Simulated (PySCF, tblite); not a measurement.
# C₅H₁₂BOP: geometry, infrared bands and NMR shifts

Wanted: the infrared bands and NMR shifts of C₅H₁₂BOP (`CCCB(P)CC=O`), by calculation.

Computed with tblite 0.8.0 and PySCF 2.14.0, with density-fitted response routines of our own, on a single molecule in the gas phase. Atoms are numbered from 0 throughout.

## (1) Starting geometry

20 atoms, charge 0, multiplicity 1; geometry from: force field or distance geometry start.

Bonds of the start (Å): C0–C1 1.50, C1–C2 1.50, C2–B3 1.60, B3–P4 1.93, B3–C5 1.57, C5–C6 1.50, C6–O7 1.24, C0–H8 1.12, C0–H9 1.12, C0–H10 1.11, C1–H11 1.14, C1–H12 1.11, C2–H13 1.10, C2–H14 1.13, P4–H15 1.46, P4–H16 1.45, C5–H17 1.11, C5–H18 1.10, C6–H19 1.07.

## (2) Optimising the geometry with GFN2-xTB

What the job is given:

```
{"job": {"kind": "relax", "xc": "GFN2-xTB", "basis": "xTB"}, "charge": 0, "multiplicity": 1}
C      3.013700     0.365300    -0.096200
C      1.664300    -0.127400     0.348000
C      0.571600     0.176500    -0.631700
B     -0.835900    -0.392000    -0.124200
P     -0.951600    -1.985100     0.960300
C     -2.122300     0.117200    -0.870500
C     -2.672700     1.206400     0.008700
O     -3.380200     0.794600     0.937600
H      3.348300    -0.103600    -1.056100
H      2.940700     1.475600    -0.189900
H      3.739100     0.156600     0.720500
H      1.401500     0.409300     1.319600
H      1.746600    -1.218200     0.556100
H      0.759800    -0.191200    -1.656100
H      0.486500     1.299800    -0.691300
H     -2.324700    -2.377600     1.256600
H     -0.292300    -1.756800     2.227900
H     -1.773800     0.587100    -1.817000
H     -2.860200    -0.673700    -1.070600
H     -2.463800     2.247900    -0.134800
```

Launch:

```
$ OMP_NUM_THREADS=1 python probes_run.py task.json out
```

This one command runs all jobs of the session in turn.

**Question.** This job is followed by: GFN2-xTB harmonic vibrations, gas phase; GIAO PBE0/pcSseg-1 NMR shielding, non-relativistic, gas phase. What will the session give for the following? strongest single infrared mode (GFN2-xTB); zero-point energy (GFN2-xTB); ¹³C shifts against TMS (PBE0/pcSseg-1); ¹H shifts against TMS (PBE0/pcSseg-1, means over atoms taken as alike); ¹¹B shifts against BF3·OEt2 (PBE0/pcSseg-1); ³¹P shifts against H3PO4 (PBE0/pcSseg-1); ¹⁷O shifts against H2O (PBE0/pcSseg-1).

The runs gave:

| quantity | value |
| --- | --- |
| strongest single infrared mode (GFN2-xTB) | 1760 cm⁻¹, 309 km/mol |
| zero-point energy (GFN2-xTB) | 100.3 kcal/mol |
| ¹³C shifts against TMS (PBE0/pcSseg-1) | 203.3, 57.7, 41.6, 25.9, 19.6 ppm |
| ¹H shifts against TMS (PBE0/pcSseg-1, means over atoms taken as alike) | 9.95, 3.36, 2.86, 1.59, 1.51, 1.11 ppm |
| ¹¹B shifts against BF3·OEt2 (PBE0/pcSseg-1) | 95.1 ppm |
| ³¹P shifts against H3PO4 (PBE0/pcSseg-1) | -207.8 ppm |
| ¹⁷O shifts against H2O (PBE0/pcSseg-1) | 707.7 ppm |

**Reading.** Relaxing lowered the energy by 0.954 eV in 125 steps; the close pair that moved most is P4–H15, from 1.459 to 1.377 Å. All 54 modes are real, so the xTB geometry is a minimum. The strongest single mode, at 1760 cm⁻¹, moves mainly C6 and O7. GFN2-xTB is a fitted tight-binding method: band positions and strengths are rough. Its intensities can rank the bands wrongly. The most deshielded carbon is C6 (aldehyde carbonyl carbon), at 203.3 ppm: the double bond to the heteroatom, with no lone-pair donor beside it, deshields it most. H19 (hydrogen on an aldehyde carbonyl carbon) lies farthest downfield among hydrogen, at 9.95 ppm; the formyl region, downfield of aromatic protons. At PBE0/pcSseg-1: The widest tensor belongs to O7: span 1372 ppm, with a paramagnetic part of -770 ppm.
